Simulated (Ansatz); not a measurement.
# Ag: strong compression

Aim: compress Ag (fcc type) step by step, far beyond the usual range, and follow pressure and electronic structure. Methods of the runs shown: PAW. Its runs: cell relaxed at zero pressure (PAW); volume scaled by 1 (PAW); volume scaled by 0.92 (PAW); volume scaled by 0.84 (PAW); volume scaled by 0.76 (PAW); volume scaled by 0.68 (PAW); volume scaled by 0.6 (PAW); volume scaled by 0.52 (PAW); volume scaled by 0.45 (PAW and PAW (source ansatz)).

Program: Ansatz 0.2.0. Level of theory: DFT PBE, with the methods named in each step. These are calculated values, not measurements.

### Step 1. The system as given

It takes space group Fm-3m (No. 225, cubic). Conventional cell: a = 4.147 Å, b = 4.147 Å, c = 4.147 Å, α = 90.00°, β = 90.00°, γ = 90.00°. Ag (site symmetry m-3m) is surrounded by 12 Ag at 2.93 Å.

Coordinates:

```
Ag
1.0
     0.00000    2.07344    2.07344
     2.07344    0.00000    2.07344
     2.07344    2.07344    0.00000
Ag
1
Cartesian
  0.0000 0.0000 0.0000
```

Whether this phase is the stable one at these pressures isn't tested.

### Step 2. Cell relaxed at zero pressure, PAW

The input, input.yaml:

```yaml
crystal:
  lattice:
    - [0.0, 2.0734371548, 2.0734371548]
    - [2.0734371548, 0.0, 2.0734371548]
    - [2.0734371548, 2.0734371548, 0.0]
  atoms:
    - { symbol: Ag, position: [0.0, 0.0, 0.0] }
kpoints:
  mp_grid: { grid: [16, 16, 16] }
scf:
  occupations: { method: fermi_dirac, width: 0.1 }
hamiltonian:
  xc: pbe
  pseudopotentials: { kind: paw }
output:
  forces: true
  stress: true
  write_density: true
  write_potential: true
  elf: true
  volumetric_format: npy
relax:
  f_tol: 0.005
  max_steps: 40
  cell: {}
```

Run with:

```bash
$ ansatz run input.yaml --threads 1 --pin off --max-ram 2048MiB --backend cpu --events-out ev --progress --plain --runs-dir out
```

Further steps of the session: Volume scaled by 1, PAW; Volume scaled by 0.92, PAW; Volume scaled by 0.84, PAW; Volume scaled by 0.76, PAW; Volume scaled by 0.68, PAW; Volume scaled by 0.6, PAW; Volume scaled by 0.52, PAW; Volume scaled by 0.45, PAW; Volume scaled by 0.45, PAW (source ansatz).

Before running it: what results should come out? Wanted: PAW pressure at 0.45 of the volume; fitted bulk modulus at zero pressure.

As calculated:

| quantity | value |
| --- | --- |
| PAW pressure at 0.45 of the volume | 657.7 GPa |
| fitted bulk modulus at zero pressure (PAW) | 98 GPa |
| its pressure derivative | 5.35 |

At 0.45 of the starting volume PAW gives 658 GPa. A third-order Birch-Murnaghan curve fits the range only roughly (B₀ = 98 GPa, B′ = 5.35, misfit at most 4.60 GPa). A fit over so wide a range leans to the high pressures, so B₀ can be off by several per cent. No all-electron run checks these rows here, and frozen cores can fail under such compression. The ions are at rest, and the electrons smeared by 0.1 eV.
